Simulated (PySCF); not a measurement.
# [Gd(OH)3(NH3)]−: how tightly the ligands are held

Aim: take one ligand of each kind off [Gd(OH)3(NH3)]−, with both parts rigid, and scan its distance from the metal. It is a constructed species; whether it can be made isn't addressed.

Method: PBE0, Gd lcecp-0-SVP with ECP54, O def2-SVP, H def2-SVP, N def2-SVP; scalar-relativistic core potentials, no spin–orbit coupling; program: PySCF 2.14.0.

1 further run of the same task is left out (for a known fault of the program).

**1. Starting geometry**

11 atoms, charge -1, spin multiplicity 1.

Bond lengths: Gd1–O2 2.280 Å, Gd1–O4 2.281 Å, Gd1–O6 2.280 Å, Gd1–N8 2.728 Å, O2–H3 0.959 Å, O4–H5 0.959 Å, O6–H7 0.959 Å, N8–H9 1.017 Å, N8–H10 1.017 Å, N8–H11 1.017 Å. Angles: O2–Gd1–O4 119.6°, O2–Gd1–O6 120.0°, O2–Gd1–N8 93.3°, O4–Gd1–O6 119.3°, O4–Gd1–N8 93.2°, O6–Gd1–N8 93.6°, Gd1–O2–H3 175.7°, Gd1–O4–H5 173.6°, Gd1–O6–H7 173.7°, Gd1–N8–H9 110.3°, Gd1–N8–H10 110.4°, Gd1–N8–H11 110.4°, H9–N8–H10 108.6°, H9–N8–H11 108.6°, H10–N8–H11 108.6°.

As a file:

```
Gd    0.2243   -0.2701    0.3170
O     1.2803    1.4969    1.2980
H     1.7651    2.1923    1.7461
O    -1.5953   -1.1994    1.3308
H    -2.2914   -1.6496    1.8132
O     1.2007   -1.3521   -1.4369
H     1.6688   -1.8584   -2.1037
N    -1.2958    1.3267   -1.2894
H    -1.9066    1.9138   -0.7265
H    -0.7020    1.9268   -1.8568
H    -1.8710    0.7607   -1.9087
```

Formal oxidation states: Gd +2. Each metal's 8 4f electrons lie in its core potential, so multiplicities, spins and levels count the valence alone. For divalent La, Ce, Gd or Lu the extra electron is normally 5d or 6s, so this core forces an excited configuration. An earlier session relaxed this geometry at PBE0, Gd lcecp-0-SVP with ECP54, O def2-SVP, H def2-SVP, N def2-SVP (singlet, point group C1).

**2. OH taken off**

The ligand (atoms 2, 3) keeps its formal charge and a closed shell where it can; ligand and rest are solved at the complex's geometry, in vacuum, with the settings of the relaxation.

| part | charge | state | energy (Eh) |
| --- | --- | --- | --- |
| complex | -1 | singlet | -313.546646 |
| ligand | -1 | singlet | -75.579311 |
| rest | 0 | singlet | -237.807483 |

It took 2.1 s on 2 threads of Intel Xeon Platinum 8488C (Sapphire Rapids), shared host.

**3. Rigid scan of OH**

Atoms 2, 3 move together along the line from atom 1; the distance is to the donor, the donors' midpoint or the ring centre. Each point starts from the density of the one before.

| distance (Å) | energy from the relaxed point (eV) |
| --- | --- |
| 1.98 | 0.662 |
| 2.08 | 0.251 |
| 2.18 | 0.054 |
| 2.28 | 0.000 |
| 2.38 | 0.041 |
| 2.48 | 0.142 |
| 2.68 | 0.439 |
| 2.98 | 0.949 |
| 3.38 | 1.572 |
| 3.88 | 2.200 |

It took 20 s on 2 threads of Intel Xeon Platinum 8488C (Sapphire Rapids), shared host.

**4. NH3 taken off**

The ligand (atoms 8, 9, 10, 11) keeps its formal charge and a closed shell where it can; ligand and rest are solved at the complex's geometry, in vacuum, with the settings of the relaxation.

| part | charge | state | energy (Eh) |
| --- | --- | --- | --- |
| complex | -1 | singlet | -313.546646 |
| ligand | 0 | singlet | -56.440254 |
| rest | -1 | singlet | -257.088186 |

It took 1.5 s on 2 threads of Intel Xeon Platinum 8488C (Sapphire Rapids), shared host.

**5. Rigid scan of NH3**

Atoms 8, 9, 10, 11 move together along the line from atom 1; the distance is to the donor, the donors' midpoint or the ring centre. Each point starts from the density of the one before.

| distance (Å) | energy from the relaxed point (eV) |
| --- | --- |
| 2.43 | 0.189 |
| 2.53 | 0.073 |
| 2.63 | 0.016 |
| 2.73 | 0.000 |
| 2.83 | 0.010 |
| 2.93 | 0.036 |
| 3.13 | 0.111 |
| 3.43 | 0.234 |
| 3.83 | 0.364 |
| 4.33 | 0.465 |

Run time: 19 s. Hardware: 2 threads of Intel Xeon Platinum 8488C (Sapphire Rapids), shared host.

**6. Summary of results**

```
                    quantity      value
               taking off OH    4.35 eV
 stiffness of the OH contact  9.5 eV/Å²
              taking off NH3    0.50 eV
stiffness of the NH3 contact  2.6 eV/Å²
```

What this shows: Taking off OH as a fragment of charge -1 costs 4.35 eV. Near 2.28 Å the OH contact has a stiffness of about 9.5 eV/Å², and the energy stands 2.20 eV higher at 3.88 Å. Taking off NH3 as a fragment of charge +0 costs 0.50 eV. Near 2.73 Å the NH3 contact has a stiffness of about 2.6 eV/Å², and the energy stands 0.46 eV higher at 4.33 Å. The free anion is solved without diffuse functions, no counterpoise correction is made, and the parts aren't relaxed; each of these makes the binding look larger. The bases are small and lack diffuse functions. Spin–orbit coupling is left out.
